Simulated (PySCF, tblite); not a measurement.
# C₄H₉NO₃Si₂: geometry, infrared bands and NMR shifts

Aim: predict the infrared bands and NMR shifts of C₄H₉NO₃Si₂ (`C=C[Si@](O)(C=O)[SiH2]C(N)=O`).

The runs use tblite 0.8.0 and PySCF 2.14.0, with density-fitted response routines of our own; the level of theory stands in each step. All values are computed, except where a source is named. Atoms are numbered from 0 throughout.

### Step 1. The molecule as given

19 atoms, charge 0, multiplicity 1; geometry from: force field or distance geometry start.

Bonds of the start (Å): C0–C1 1.34, C1–Si2 1.87, Si2–O3 1.75, Si2–C4 1.84, C4–O5 1.22, Si2–Si6 2.18, Si6–C7 1.85, C7–N8 1.43, C7–O9 1.26, C0–H10 1.10, C0–H11 1.09, C1–H12 1.08, O3–H13 1.00, C4–H14 1.09, Si6–H15 1.48, Si6–H16 1.47, N8–H17 1.03, N8–H18 1.05.

### Step 2. Relaxing the molecule with GFN2-xTB

What the job is given:

```
{"job": {"kind": "relax", "xc": "GFN2-xTB", "basis": "xTB"}, "charge": 0, "multiplicity": 1}
C     -3.236000     0.451000     0.077800
C     -1.970900     0.817800     0.312100
Si    -0.683700    -0.406600    -0.266500
O     -1.281000    -0.871300    -1.843300
C     -0.778600    -1.858600     0.856400
O     -0.209200    -2.892900     0.543900
Si     1.307100     0.438400    -0.576500
C      2.241800     0.843400     0.972500
N      3.509200     0.219600     1.168200
O      1.737500     1.638500     1.811500
H     -3.421600    -0.499500    -0.434200
H     -4.078600     1.072200     0.375300
H     -1.713100     1.733300     0.829100
H     -1.377800    -0.001000    -2.323500
H     -1.353300    -1.746300     1.776700
H      2.105700    -0.560600    -1.320900
H      1.239400     1.640900    -1.420800
H      3.560500    -0.709900     1.618000
H      4.392500     0.700600     0.867100
```

Run with:

```sh
OMP_NUM_THREADS=1 python probes_run.py task.json out
```

This one command runs all jobs of the session in turn.

**Question.** This job is followed by: GFN2-xTB harmonic vibrations, gas phase; GIAO PBE0/pcSseg-1 NMR shielding, non-relativistic, gas phase. Predict these results of the whole session: strongest single infrared mode (GFN2-xTB); zero-point energy (GFN2-xTB); 13C shifts against TMS (PBE0/pcSseg-1); 1H shifts against TMS (PBE0/pcSseg-1, means over atoms taken as alike); 29Si shifts against TMS (PBE0/pcSseg-1); 17O shifts against H2O (PBE0/pcSseg-1); 15N shifts against NH3 (PBE0/pcSseg-1); surface potential, 1st and 99th percentile.

**Answer**, as computed:

```
                                                              quantity                                                value
                             strongest single infrared mode (GFN2-xTB)                                1701 cm⁻¹, 345 km/mol
                                          zero-point energy (GFN2-xTB)                                        78.2 kcal/mol
                                13C shifts against TMS (PBE0/pcSseg-1)                       260.6, 177.3, 142.7, 141.8 ppm
1H shifts against TMS (PBE0/pcSseg-1, means over atoms taken as alike)  12.28, 6.75, 6.63, 6.29, 6.17, 4.26, 3.78, 1.60 ppm
                               29Si shifts against TMS (PBE0/pcSseg-1)                                     -25.8, -94.4 ppm
                                17O shifts against H2O (PBE0/pcSseg-1)                               864.4, 515.0, 16.3 ppm
                                15N shifts against NH3 (PBE0/pcSseg-1)                                            145.0 ppm
                                 surface potential, 1st and 99th percentile                                   -2.03 V and 2.54 V
```

In words: The optimisation took 290 steps and gained 2.220 eV; among the close pairs (by a distance rule), Si2–Si6 changed most, from 2.185 to 2.319 Å. No mode is imaginary among the 51: a minimum at this level. The strongest single mode, at 1701 cm⁻¹, moves mainly C7 and O9. GFN2-xTB is a fitted tight-binding method: band positions and strengths are rough. Its intensities can rank the bands wrongly. At PBE0/pcSseg-1: The widest tensor belongs to O5: span 1884 ppm, with a paramagnetic part of -930 ppm. By nearest atom (PBE0/pcSseg-1), the HOMO sits on O9 52 %; Si6 10 % and the LUMO on C4 40 %; O5 28 %.
